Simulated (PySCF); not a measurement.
# GeF2: relaxation and vibrations of the triplet

Aim: relax GeF2 as a triplet from a linear start, check by its vibrations whether the end is a minimum, and collect its spectrum and constants.

The runs use PySCF 2.14.0; PBE0, basis Ge def2-TZVP, F def2-TZVP, no relativity, density fitting.

## 1. Where the work starts

3 atoms, charge 0, spin multiplicity 3.

Bond lengths: Ge1–F2 1.850 Å, Ge1–F3 1.850 Å. Angles: F2–Ge1–F3 180.0°.

Coordinates in bohr (charge 0 multiplicity 3):
```
Ge    0.0000    0.0000    0.0000
F     0.0000    0.0000    3.4960
F     0.0000    0.0000   -3.4960
```

## 2. First SCF at the start

The steps below are one call of a driver around PySCF. For each, scf.py gives the equivalent set-up of the SCF; relaxations use the driver's own optimiser. After this first run the driver tries any further starts and a stability analysis.

Contents of scf.py:

```python
from pyscf import gto, scf, dft
mol = gto.M(atom='''
Ge     0.000000     0.000000     0.000000
F      0.000000     0.000000     1.850000
F      0.000000     0.000000    -1.850000''',
    basis={'Ge': 'def2-TZVP', 'F': 'def2-TZVP'},
    charge=0, spin=2)
mf = dft.UKS(mol, xc='PBE0')
mf.grids.atom_grid = (50, 194)
aux = {'Ge': 'def2-universal-JKFIT', 'F': 'def2-universal-JKFIT'}
mf = mf.density_fit(auxbasis=aux)
mf.conv_tol = 1e-08
mf.diis_space = 10
mf.max_cycle = 60
mf.init_guess = 'minao'
mf.verbose = 4
mf.kernel()
```

On the command line:

```bash
$ OMP_NUM_THREADS=4 python axn.py task.json out
```

The program printed:

```text
init E= -2275.60708657477
[... the frontier-level lines of each cycle are left out ...]
cycle= 1 E= -2276.08690782033  delta_E= -0.48  |g|= 0.746  |ddm|= 1.37
cycle= 2 E= -2275.42785338524  delta_E= 0.659  |g|= 1.62  |ddm|= 1.23
cycle= 3 E= -2276.24946020377  delta_E= -0.822  |g|= 0.153  |ddm|= 0.831
cycle= 4 E= -2276.2541004416  delta_E= -0.00464  |g|= 0.0523  |ddm|= 0.0832
cycle= 5 E= -2276.25480896921  delta_E= -0.000709  |g|= 0.00856  |ddm|= 0.0279
cycle= 6 E= -2276.25485600014  delta_E= -4.7e-05  |g|= 0.00165  |ddm|= 0.00934
cycle= 7 E= -2276.2548590577  delta_E= -3.06e-06  |g|= 0.000377  |ddm|= 0.00302
cycle= 8 E= -2276.25485922768  delta_E= -1.7e-07  |g|= 0.000135  |ddm|= 0.000824
cycle= 9 E= -2276.25485923919  delta_E= -1.15e-08  |g|= 2.11e-05  |ddm|= 0.000191
cycle= 10 E= -2276.25485923954  delta_E= -3.47e-10  |g|= 6.09e-06  |ddm|= 3.46e-05
Extra cycle  E= -2276.25485923958  delta_E= -3.87e-11  |g|= 8.62e-06  |ddm|= 2.05e-05
converged SCF energy = -2276.25485923958  <S^2> = 2.0071034  2S+1 = 3.0047318
```

This step, with its further starts and checks, ran for 10 s (4 threads of Arm Neoverse V1, shared host).

Energies from each starting density:

```csv
start,energy (Eh)
the minimal-basis guess,-2276.254859
a thermally smeared density,-2276.254859
a smeared PBE density,-2276.254859
```

No lower solution of this spin turned up from the other starts or in the test of internal stability.

## 3. Relaxing the triplet from the linear start

The program finds D∞h symmetry in the start, which this walk keeps. Threshold on the gradient: 0.0003 Eh/bohr, with a further test on the energy change.

scf.py, as its differences from that of step 2:

```diff
@@ -15 +14,0 @@
-mf.init_guess = 'minao'
```

Energy and gradient, step by step:

```csv
step,energy (Eh),change (kJ/mol),largest symmetric gradient (Eh/bohr)
0,-2276.254859,0.00,0.02190
1,-2276.257702,-7.46,0.00127
2,-2276.257709,-7.48,0.00027
3,-2276.257709,-7.48,0.00000
```

The walk took 5.6 s.

Positions (Å) and forces (eV/Å) along the way:

```
step 0
Ge   0.000   0.000   0.000   0.000   0.000   0.000
F    0.000   0.000   1.850   0.000   0.000  -1.126
F    0.000   0.000  -1.850   0.000   0.000   1.126
step 1
Ge   0.000   0.000   0.000   0.000   0.000   0.000
F    0.000   0.000   1.789   0.000   0.000  -0.065
F    0.000   0.000  -1.789   0.000   0.000   0.065
step 2
Ge   0.000   0.000   0.000   0.000   0.000   0.000
F    0.000   0.000   1.785   0.000   0.000   0.014
F    0.000   0.000  -1.785   0.000   0.000  -0.014
step 3
Ge   0.000   0.000   0.000   0.000   0.000   0.000
F    0.000   0.000   1.785   0.000   0.000   0.000
F    0.000   0.000  -1.785   0.000   0.000   0.000
```

End point (D∞h, 3 steps, 7.5 kJ/mol gained): Ge–F 1.785 Å (×2); F–Ge–F 180.0°.

## 4. Frequencies

The point is checked on the finer grid, and tightened if its gradient asks for it. The Hessian and the dipole derivatives come from central differences of analytic gradients, with steps of 0.02 bohr.

scf.py, as its differences from that of step 3:

```diff
@@ -3,3 +3,3 @@
-Ge     0.000000     0.000000     0.000000
-F      0.000000     0.000000     1.850000
-F      0.000000     0.000000    -1.850000''',
+Ge     0.000000    -0.000000    -0.000000
+F     -0.000000     0.000000     1.785778
+F      0.000000     0.000000    -1.785778''',
@@ -9 +9 @@
-mf.grids.atom_grid = (50, 194)
+mf.grids.atom_grid = (75, 302)
@@ -12 +12 @@
-mf.conv_tol = 1e-08
+mf.conv_tol = 1e-10
```

This SCF starts from the last density.

SCF at the final geometry:

```text
init E= -2276.25765412432
[... the frontier-level lines of each cycle are left out ...]
cycle= 1 E= -2276.25765412432  delta_E= -4.09e-12  |g|= 3.81e-06  |ddm|= 3.06e-06
Extra cycle  E= -2276.25765412432  delta_E= 6.82e-12  |g|= 5.18e-06  |ddm|= 3.73e-06
converged SCF energy = -2276.25765412432  <S^2> = 2.0057592  2S+1 = 3.003837
```

The whole step took 21 s.

Geometry: D∞h; Ge–F 1.786 Å (×2); F–Ge–F 180.0°.

Modes, for the most abundant isotopes:

| ω (cm⁻¹) | IR (km/mol) | μ (u) |
| --- | --- | --- |
| 186i | 1.2 | 25.41 |
| 228 | 22.4 | 25.41 |
| 547 | 0.0 | 19.00 |
| 605 | 115 | 25.41 |

With 1 mode imaginary (up to 186i cm⁻¹) this point is a saddle.

Here the density breaks the symmetry of the frame, and no labels are given; pairs that should be degenerate can split.

Properties at this point:

```
Dipole moment                                                   : 0.00 D
Highest occupied level                                          : -5.48 eV
Lowest empty level                                              : -5.08 eV
Rotational constants                                            : 0.1391 cm⁻¹
Zero-point energy (real modes)                                  : 8.3 kJ/mol
Principal polarisabilities                                      : 25.3, 27.2, 39.5 bohr³
Atomisation energy without zero-point energy                    : 657 kJ/mol
Principal traceless quadrupole moments about the centre of mass : -8.04, 0.71, 7.33 D Å
Spin squared ⟨S²⟩                                               : 2.006
```

Charges (e) and bond orders:

```csv
atom,Mulliken,Löwdin,polar tensor,spin (Mulliken),Mayer order to Ge1
Ge1,0.63,0.34,0.89,1.56,–
"F2,3",-0.32,-0.17,-0.44,0.22,0.94
```

Outer orbital energies (eV). α occupied: -16.38, -14.48, -12.73, -12.60, -12.35, -12.21, -9.06, -5.48; empty: -3.41, 2.04, 4.41, 4.50. β occupied: -32.37, -31.93, -14.84, -12.97, -12.34, -12.09, -12.00, -11.79; empty: -5.08, -2.17, -1.31, 2.76.

Mulliken populations on Ge1: s 7.45, p 13.61, d 10.22, f 0.08.

## 5. Leaving the saddle point

The atoms are moved a little along the softest imaginary mode and relaxed again.

The program finds C2v symmetry in the start, which this walk keeps.

scf.py, as its differences from that of step 4:

```diff
@@ -3,3 +3,3 @@
-Ge     0.000000    -0.000000    -0.000000
-F     -0.000000     0.000000     1.785778
-F      0.000000     0.000000    -1.785778''',
+Ge     0.029558    -0.054139     0.000000
+F     -0.057503     0.105325     1.785778
+F     -0.057503     0.105325    -1.785778''',
@@ -9 +9 @@
-mf.grids.atom_grid = (75, 302)
+mf.grids.atom_grid = (50, 194)
@@ -12 +12 @@
-mf.conv_tol = 1e-10
+mf.conv_tol = 1e-08
```

Energy and gradient, step by step:

```csv
step,energy (Eh),change (kJ/mol),largest symmetric gradient (Eh/bohr)
0,-2276.259414,0.00,0.00768
1,-2276.262480,-8.05,0.01137
2,-2276.267269,-20.62,0.01387
3,-2276.269483,-26.44,0.03756
4,-2276.273708,-37.53,0.02311
5,-2276.276155,-43.95,0.01606
6,-2276.280852,-56.28,0.00475
7,-2276.281139,-57.04,0.00384
8,-2276.281196,-57.19,0.00032
9,-2276.281196,-57.19,0.00000
```

The walk took 16 s.

Geometry (Å) and forces (eV/Å) at some steps:

```
step 0
Ge   0.030  -0.054   0.000   0.220  -0.393   0.000
F   -0.058   0.105   1.786  -0.110   0.196  -0.313
F   -0.058   0.105  -1.786  -0.110   0.196   0.313
step 1
Ge   0.068  -0.124   0.000   0.329  -0.579   0.000
F   -0.076   0.140   1.760  -0.164   0.290  -0.302
F   -0.076   0.140  -1.760  -0.164   0.290   0.302
step 5
Ge   0.204  -0.374   0.000   0.008   0.042   0.000
F   -0.145   0.265   1.623  -0.004  -0.021  -0.826
F   -0.145   0.265  -1.623  -0.004  -0.021   0.826
step 9
Ge   0.274  -0.502   0.000  -0.034  -0.019   0.000
F   -0.180   0.329   1.458   0.017   0.009   0.000
F   -0.180   0.329  -1.458   0.017   0.009   0.000
```

End point (C2v, 9 steps, 57.2 kJ/mol gained): Ge–F 1.738 Å (×2); F–Ge–F 114.0°.

## 6. Frequencies

The same treatment as at the point before.

scf.py, as its differences from that of step 5:

```diff
@@ -3,3 +3,3 @@
-Ge     0.029558    -0.054139     0.000000
-F     -0.057503     0.105325     1.785778
-F     -0.057503     0.105325    -1.785778''',
+Ge     0.154621    -0.283209     0.000000
+F     -0.299862     0.549238     1.456678
+F     -0.299862     0.549238    -1.456678''',
@@ -9 +9 @@
-mf.grids.atom_grid = (50, 194)
+mf.grids.atom_grid = (75, 302)
@@ -12 +12 @@
-mf.conv_tol = 1e-08
+mf.conv_tol = 1e-10
```

SCF at the final geometry:

```text
init E= -2276.28125743735
[... the frontier-level lines of each cycle are left out ...]
cycle= 1 E= -2276.28125743732  delta_E= 3e-11  |g|= 1.29e-05  |ddm|= 8.69e-06
cycle= 2 E= -2276.28125743717  delta_E= 1.45e-10  |g|= 2.47e-05  |ddm|= 1.65e-05
cycle= 3 E= -2276.28125743736  delta_E= -1.86e-10  |g|= 7.08e-07  |ddm|= 1.09e-05
cycle= 4 E= -2276.28125743737  delta_E= -9.09e-12  |g|= 6.72e-08  |ddm|= 2.67e-07
Extra cycle  E= -2276.28125743736  delta_E= 5.46e-12  |g|= 3.35e-08  |ddm|= 1.14e-07
converged SCF energy = -2276.28125743736  <S^2> = 2.003159  2S+1 = 3.0021053
```

The whole step ran for 23 s (4 threads of Arm Neoverse V1, shared host).

Geometry: C2v; Ge–F 1.738 Å (×2); F–Ge–F 113.9°.

Modes, for the most abundant isotopes:

```json
{"symmetry": "a1", "ω (cm⁻¹)": "184", "IR (km/mol)": "10.5", "μ (u)": "22.25"}
{"symmetry": "a1", "ω (cm⁻¹)": "664", "IR (km/mol)": "35.6", "μ (u)": "21.25"}
{"symmetry": "b2", "ω (cm⁻¹)": "701", "IR (km/mol)": "92.0", "μ (u)": "23.66"}
```

All wavenumbers are real: a minimum.

Constants and moments:

| Item | Value |
| --- | --- |
| Dipole moment | 1.88 D |
| Highest occupied level | -5.41 eV |
| Lowest empty level | -5.88 eV |
| Rotational constants | 0.7467, 0.2091, 0.1633 cm⁻¹ |
| Zero-point energy | 9.3 kJ/mol |
| Principal polarisabilities | 27.4, 27.4, 32.1 bohr³ |
| Atomisation energy without zero-point energy | 719 kJ/mol |
| Principal traceless quadrupole moments about the centre of mass | -3.82, 0.45, 3.37 D Å |
| Entropy at 298.15 K and 1 bar (electronic part: spin only) | 282.4 J/(mol K) |
| Heat capacity Cp at 298.15 K | 48.3 J/(mol K) |
| Enthalpy at 298.15 K above 0 K | 12.09 kJ/mol |
| Rotational symmetry number | 2 |
| Spin squared ⟨S²⟩ | 2.003 |

Populations by atom (charges in e):

| atom | Mulliken | Löwdin | polar tensor | spin (Mulliken) | Mayer order to Ge1 |
| --- | --- | --- | --- | --- | --- |
| Ge1 | 0.61 | 0.26 | 0.96 | 1.70 | – |
| F2,3 | -0.31 | -0.13 | -0.48 | 0.15 | 1.00 |

Mulliken populations on Ge1: s 7.31, p 13.76, d 10.25, f 0.08.

## 7. All stationary points

| spin | group | bonds | imaginary modes (cm⁻¹) | ΔE (kJ/mol) | with zero-point energy |
| --- | --- | --- | --- | --- | --- |
| triplet | C2v | Ge–F 1.738 Å (×2) | none | 0.0 | 0.0 |
| triplet | D∞h (density of lower symmetry) | Ge–F 1.786 Å (×2) | 186i | 62.0 | – |

## 8. Results

```
                                          quantity                             value
                                           minimum                      triplet, C2v
                                          geometry  Ge–F 1.738 Å (×2); F–Ge–F 113.9°
                                wavenumbers (cm⁻¹)      184 (a1), 664 (a1), 701 (b2)
                                     dipole moment                            1.88 D
highest occupied, lowest empty level (either spin)                   -5.41, -5.88 eV
                        polar-tensor charge of Ge1                           +0.96 e
                                 zero-point energy                        9.3 kJ/mol
                               entropy at 298.15 K                   282.4 J/(mol K)
         atomisation energy (no zero-point energy)                        719 kJ/mol
                                              ⟨S²⟩                             2.003
```

**Reading.** The linear start (D∞h) ends in a minimum of C2v symmetry, after a stop at a saddle point 62.0 kJ/mol higher, from which it was pushed off along an imaginary mode. An empty level of one spin lies below a filled level of the other, which hints that a lower spin is more stable. In the infrared the band at 701 cm⁻¹ (b2, stretch) leads. Most of the spin sits on Ge1 (Mulliken spin 1.70, against 2 for the whole molecule). Other starts or spin states, not run here, may lie lower.

The search up to here took 76 s.
